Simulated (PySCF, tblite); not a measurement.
# C₂H₉AlF₂Si₂: geometry, infrared bands and NMR shifts

Aim: predict the infrared bands and NMR shifts of C₂H₉AlF₂Si₂ (`[F][Al]([F])[C@@H]([SiH3])C[SiH3]`).

Programs: tblite 0.8.0 and PySCF 2.14.0, with density-fitted response routines of our own. Each step states its level of theory. These are calculated values for one molecule in the gas phase, unless marked as measured. Atoms are numbered from 0 throughout.

### Step 1. The starting structure

16 atoms, charge 0, multiplicity 1; geometry from: force field or distance geometry start.

Bonds of the start (Å): F0–Al1 1.82, Al1–F2 1.79, Al1–C3 1.99, C3–Si4 1.83, C3–C5 1.50, C5–Si6 1.84, C3–H7 1.13, Si4–H8 1.49, Si4–H9 1.45, Si4–H10 1.49, C5–H11 1.11, C5–H12 1.11, Si6–H13 1.48, Si6–H14 1.46, Si6–H15 1.50.

### Step 2. Relaxing the molecule with GFN2-xTB

What the job is given:

```
{"job": {"kind": "relax", "xc": "GFN2-xTB", "basis": "xTB"}, "charge": 0, "multiplicity": 1}
F     -0.161000    -1.480200     3.200700
Al    -0.645700    -0.218500     1.983300
F     -1.979300     0.873900     2.470700
C     -0.444700    -0.695800     0.061900
Si    -1.659000     0.131100    -1.035000
C      0.979800    -0.643600    -0.396800
Si     1.807000     0.998100    -0.247800
H     -0.695100    -1.797100     0.031100
H     -1.236700    -0.075300    -2.451200
H     -1.946700     1.515400    -0.726900
H     -2.940000    -0.616600    -0.910100
H      1.020700    -0.948900    -1.466000
H      1.554300    -1.396400     0.174900
H      2.679400     1.132600    -1.437200
H      0.921700     2.154100    -0.183500
H      2.737700     1.076100     0.920400
```

Started as:

```console
> OMP_NUM_THREADS=1 python probes_run.py task.json out
```

This one command runs all jobs of the session in turn.

**Question.** This job is followed by: GFN2-xTB harmonic vibrations, gas phase; GIAO PBE0/pcSseg-1 NMR shielding, non-relativistic, gas phase. Predict these results of the whole session: strongest single infrared mode (GFN2-xTB); zero-point energy (GFN2-xTB); 13C shifts against TMS (PBE0/pcSseg-1); 1H shifts against TMS (PBE0/pcSseg-1, means over atoms taken as alike); 19F shifts against CFCl3 (PBE0/pcSseg-1, means over atoms taken as alike); 27Al shifts against AlH4- (PBE0/pcSseg-1); 29Si shifts against TMS (PBE0/pcSseg-1); surface potential, 1st and 99th percentile.

The runs gave:

| quantity | value |
| --- | --- |
| strongest single infrared mode (GFN2-xTB) | 772 cm⁻¹, 543 km/mol |
| zero-point energy (GFN2-xTB) | 59.7 kcal/mol |
| 13C shifts against TMS (PBE0/pcSseg-1) | 7.4, 5.9 ppm |
| 1H shifts against TMS (PBE0/pcSseg-1, means over atoms taken as alike) | 4.13, 4.03, 1.64, 1.19, 1.14 ppm |
| 19F shifts against CFCl3 (PBE0/pcSseg-1, means over atoms taken as alike) | -162.9 ppm |
| 27Al shifts against AlH4- (PBE0/pcSseg-1) | 28.6 ppm |
| 29Si shifts against TMS (PBE0/pcSseg-1) | -34.0, -70.0 ppm |
| surface potential, 1st and 99th percentile | -1.37 V and 2.58 V |

**Reading.** The optimisation took 154 steps and gained 0.943 eV; among the close pairs (by a distance rule), F0–Al1 changed most, from 1.819 to 1.655 Å. No mode is imaginary among the 42: a minimum at this level. The strongest single mode, at 772 cm⁻¹, is spread over many atoms; the largest shares are those of H10, H8. Unscaled tight-binding wavenumbers are off by several per cent, some by more. Its intensities can rank the bands wrongly. At PBE0/pcSseg-1: The largest span, 183 ppm, is at F0, F2, where the paramagnetic term is -136 ppm. By nearest atom (PBE0/pcSseg-1), the HOMO sits on C3 39 %; Al1 14 % and the LUMO on H15 21 %; Al1 21 %.
